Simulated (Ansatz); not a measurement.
# F₃H₄NO₂Si₂: up Jacob's ladder to CCSD(T)

Aim: compute F₃H₄NO₂Si₂ with functionals from several rungs and with coupled cluster, and see how far each lands from CCSD(T) at the basis-set limit for the atomisation energy.

Program: Ansatz 0.2.0, Gaussian basis. Level of theory: functionals in def2-TZVPP, the program's frozen cores in correlated methods. These are calculated values, not measurements.

Levels to be run: PBE-D4, r2SCAN-D4, PBE0-D4, B3LYP-D4, ωB97X-V, ωB97M-V, B2PLYP; CCSD(T)/def2-TZVPP; MP2/def2-QZVPP; extrapolation to the limit.

### Step 1. The relaxed structure

The geometry comes from an earlier relaxation with PBE0-D4 in a triple-zeta def2 set; it is a stationary point, not always the lowest conformer.

12 atoms, charge 0, spin multiplicity 1.

Atoms are counted from 1 here; the program's logs count them from 0.

Bond lengths: O1–Si2 1.620 Å, O1–H9 0.960 Å, Si2–F3 1.593 Å, Si2–N4 1.720 Å, Si2–H10 1.470 Å, N4–Si5 1.687 Å, N4–H11 1.012 Å, Si5–O6 1.615 Å, Si5–F7 1.590 Å, Si5–F8 1.584 Å, O6–H12 0.958 Å. Angles: Si2–O1–H9 119.5°, O1–Si2–F3 112.6°, O1–Si2–N4 109.6°, O1–Si2–H10 107.7°, F3–Si2–N4 106.7°, F3–Si2–H10 106.1°, N4–Si2–H10 114.1°, Si2–N4–Si5 129.8°, Si2–N4–H11 116.0°, Si5–N4–H11 114.2°, N4–Si5–O6 108.5°, N4–Si5–F7 108.7°, N4–Si5–F8 114.4°, O6–Si5–F7 112.2°, O6–Si5–F8 109.3°, F7–Si5–F8 103.7°, Si5–O6–H12 119.1°.

### Step 2. PBE-D4 (GGA)

in.yaml

```yaml
crystal:
  periodic: [false, false, false]
  atoms:
    - {symbol: O, position_ang: [1.460023, -0.027017, -1.771219]}
    - {symbol: Si, position_ang: [0.296322, 1.043362, -1.419151]}
    - {symbol: F, position_ang: [0.868423, 2.507335, -1.160396]}
    - {symbol: N, position_ang: [-0.511734, 0.565249, 0.021841]}
    - {symbol: Si, position_ang: [-0.359571, -0.849534, 0.927176]}
    - {symbol: O, position_ang: [-0.852997, -0.548522, 2.435513]}
    - {symbol: F, position_ang: [1.156494, -1.327428, 0.874746]}
    - {symbol: F, position_ang: [-1.163468, -2.086251, 0.349329]}
    - {symbol: H, position_ang: [1.993389, -0.394819, -1.062712]}
    - {symbol: H, position_ang: [-0.581161, 1.150591, -2.593048]}
    - {symbol: H, position_ang: [-1.151051, 1.242758, 0.416520]}
    - {symbol: H, position_ang: [-1.154671, -1.275715, 2.981400]}
basis:
  gaussian: {orbitals: def2-TZVPP}
hamiltonian: {xc: pbe, dispersion: d4}
output: {forces: true, orbitals: {seedname: orbitals}}
```

On the command line:

```console
$ ansatz run in.yaml --threads 2 --pin off --events-out ev --progress --plain --max-ram 31744MiB --backend cuda --devices 0, --max-vram 18GiB
```

Further steps of the session: r2SCAN-D4 (meta-GGA); PBE0-D4 (hybrid); B3LYP-D4 (hybrid); ωB97X-V (range-separated); ωB97M-V (range-separated); B2PLYP (double hybrid); CCSD(T) in def2-TZVPP; MP2 in def2-QZVPP.

Q: Predict the results of all the runs planned. Wanted: atomisation energy, CCSD(T)/CBS; farthest; mean size of error, hybrid; mean size of error, range-separated; gap, smallest and largest; T1 diagnostic; triples share of the correlation energy.

As calculated:

```
                               quantity                                 value
        atomisation energy, CCSD(T)/CBS                       1232.0 kcal/mol
functionals within 6.2 kcal/mol (0.5 %)                       PBE-D4, ωB97M-V
                               farthest              PBE0-D4 (-27.4 kcal/mol)
             mean size of error, hybrid                         22.7 kcal/mol
    mean size of error, range-separated                          5.6 kcal/mol
              gap, smallest and largest  6.69 eV (PBE-D4), 13.54 eV (ωB97X-V)
                          T1 diagnostic                                0.0115
triples share of the correlation energy                                 3.1 %
```

What this shows: PBE-D4 misses by +3.1 kcal/mol. Double hybrids carry the basis error of their MP2 part in triple zeta, and no dispersion term here, so their miss is partly the set-up's. The reference freezes the cores and leaves out relativity and excitations past (T), so misses under about 6.2 kcal/mol can't be ranked. Hartree-Fock recovers 71 % of the binding; the rest is correlation. Orbital gaps span 6.7 to 13.5 eV; exact exchange widens them.
